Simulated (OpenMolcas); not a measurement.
# doublet BCl2F+ at 3 levels

Aim: a comparison of 3 runs (UB3LYP/6-31G*, UPBE/6-311+G**, UPBE0/6-311+G**) of doublet BCl2F+. 

Program for the calculation: OpenMolcas 26.06.

1 further run of the same task is left out (set aside as unsound or not needed).

## Step 1: The structure to begin with

The species is BCl2F+ (4 atoms), meant as a doublet with charge +1. As SMILES of the parent species, `FB(Cl)Cl`. Geometry: relaxed at PBE0-D4/def2-TZVP. That shape belongs to the parent species and isn't relaxed for this state.

Bond lengths: F1–B2 1.310 Å, B2–Cl3 1.739 Å, B2–Cl4 1.739 Å. Angles: F1–B2–Cl3 119.3°, F1–B2–Cl4 119.3°, Cl3–B2–Cl4 121.5°.

## Step 2: The energy at UB3LYP/6-31G(d) (spherical functions) (run 1)

Input file calc.inp:

```
>>> EXPORT MOLCAS_PRINT=2
&GATEWAY
BASLIB
$CurrDir
BASISSET
F.6-31Gs....
F1 0.114370 -1.165320 -0.781190 angstrom
End of Basis
BASISSET
B.6-31Gs....
B2 0.007910 -0.080610 -0.054040 angstrom
End of Basis
BASISSET
Cl.6-31Gs....
Cl3 -1.549540 0.373780 0.571420 angstrom
Cl4 1.427260 0.872140 0.263810 angstrom
End of Basis
&SEWARD
GRIDINPUT
Grid=UltraFine
End of Grid
&SCF
UHF
CHARGE
1
SPIN
2
KSDFT
B3LYP
THRESHOLDS
1e-10 1e-07 1e-07 1e-05
PRORBITALS
1
```

The basis set 6-31G* is read from a file made from the Basis Set Exchange's data (not shown).

Started as:

```
$ export MOLCAS_MEM=1860
$ pymolcas calc.inp > calc.log
```

What it wrote:

```text
--- Start Module: gateway ---
[...]
--- Stop Module: gateway /rc=_RC_ALL_IS_WELL_ ---
--- Start Module: seward ---
[...]
      Basis functions           64
--- Stop Module: seward /rc=_RC_ALL_IS_WELL_ ---
[...]
--- Start Module: scf ---
[...]
       Convergence after  21 Iterations
[...]
::    Total KS-DFT energy                           -1044.7853568443
[...]
      Total spin, S                                     0.5017972049
[...]
      Total electronic charge=   47.000000
      Total            charge=    1.000000
[...]
      Dipole Moment (debye):
      Origin of the operator (angstrom)=   -0.0202    0.2055    0.1378
                   X= -1.1385E-01               Y=  1.1600E+00               Z=  7.7763E-01           Total=  1.4012E+00
      Center of Charge (angstrom)
[...]
--- Stop Module: scf /rc=_RC_ALL_IS_WELL_ ---
[...]
```

Wall time 20 s (1 thread of Arm Neoverse V2, shared host); peak memory 0.4 GiB.

## Step 3: The energy at UPBE/6-311+G(d,p) (run 2)

Input file struct.xyz:

```xyz
4

F      0.114370    -1.165320    -0.781190
B      0.007910    -0.080610    -0.054040
Cl    -1.549540     0.373780     0.571420
Cl     1.427260     0.872140     0.263810
```

Input file run.input:

```
* BCl2F Kohn-Sham DFT
>>> EXPORT MOLCAS_PRINT=2
&gateway
baslib
$CurrDir
coord
struct.xyz
basis
6-311pGss
group
NoSym
&seward
gridinput
Grid=UltraFine
End of Grid
&scf
uhf
charge
1
spin
2
ksdft
PBE
thresholds
1e-10 1e-07 1e-07 1e-05
prorbitals
1 1
```

The basis set 6-311+G** is read from a file made from the Basis Set Exchange's data (not shown).

Started as:

```
$ export MOLCAS_MEM=1860
$ pymolcas run.input > run.log
```

What it wrote:

```text
--- Start Module: gateway ---
[...]
--- Stop Module: gateway /rc=_RC_ALL_IS_WELL_ ---
--- Start Module: seward ---
[...]
      Basis functions          104
--- Stop Module: seward /rc=_RC_ALL_IS_WELL_ ---
[...]
--- Start Module: scf ---
[...]
       Convergence after  22 Iterations
[...]
::    Total KS-DFT energy                           -1044.3635551909
[...]
      Total spin, S                                     0.5008583941
[...]
      Total electronic charge=   47.000000
      Total            charge=    1.000000
[...]
      Dipole Moment (debye):
      Origin of the operator (angstrom)=   -0.0202    0.2055    0.1378
                   X= -1.1949E-01               Y=  1.2175E+00               Z=  8.1614E-01           Total=  1.4706E+00
      Center of Charge (angstrom)
[...]
--- Stop Module: scf /rc=_RC_ALL_IS_WELL_ ---
[...]
```

Wall time 41 s (1 thread of Arm Neoverse V2, shared host); peak memory 0.59 GiB.

## Step 4: The energy at UPBE0/6-311+G(d,p) (run 3)

Input file input.xyz:

```xyz
4

F      0.114370    -1.165320    -0.781190
B      0.007910    -0.080610    -0.054040
Cl    -1.549540     0.373780     0.571420
Cl     1.427260     0.872140     0.263810
```

Input file job.input:

```
&GATEWAY
 BasLib=$CurrDir
 Coord=input.xyz
 Basis=6-311pGss
 Group=NoSym

&SEWARD
 GridInput
 Grid=UltraFine
 End of Grid

&SCF
 UHF
 Charge=1
 Spin=2
 KSDFT=PBE0
 Thresholds=1e-10 1e-07 1e-07 1e-05
 PrOrbitals=1
```

The basis set 6-311+G** is read from a file made from the Basis Set Exchange's data (not shown).

Started as:

```
$ export MOLCAS_MEM=1860
$ pymolcas job.input > job.log
```

What it wrote:

```text
--- Start Module: gateway ---
[...]
--- Stop Module: gateway /rc=_RC_ALL_IS_WELL_ ---
--- Start Module: seward ---
[...]
      Basis functions          104
--- Stop Module: seward /rc=_RC_ALL_IS_WELL_ ---
[...]
--- Start Module: scf ---
[...]
       Convergence after  21 Iterations
[...]
::    Total KS-DFT energy                           -1044.4233120089
[...]
      Total spin, S                                     0.5025308195
[...]
      Total electronic charge=   47.000000
      Total            charge=    1.000000
[...]
      Dipole Moment (debye):
      Origin of the operator (angstrom)=   -0.0202    0.2055    0.1378
                   X= -1.3632E-01               Y=  1.3890E+00               Z=  9.3112E-01           Total=  1.6777E+00
      Center of Charge (angstrom)
[...]
--- Stop Module: scf /rc=_RC_ALL_IS_WELL_ ---
[...]
```

It took 43 s on 1 thread of Arm Neoverse V2, shared host; peak memory 0.59 GiB.

## Step 5: Overview of the runs

```
run                                level   energy (Eh)  HOMO energy (eV)  LUMO energy (eV)   ⟨S²⟩  wall time
  1  UB3LYP/6-31G* (spherical functions)  -1044.785357            -16.46            -14.49  0.754       20 s
  2                       UPBE/6-311+G**  -1044.363555            -15.47            -14.96  0.752       41 s
  3                      UPBE0/6-311+G**  -1044.423312            -16.67            -14.37  0.755       43 s
```

## Step 6: What came out

```
                                 quantity           value
                      run 3: total energy  -1044.42331 Eh
run 3: HOMO energy (highest over α and β)       -16.67 eV
 run 3: LUMO energy (lowest over α and β)       -14.37 eV
                              run 3: ⟨S²⟩           0.755
```

In words: Totals of different functionals can't be ranked against each other. All runs together took 1.7 min, the longest 43 s.
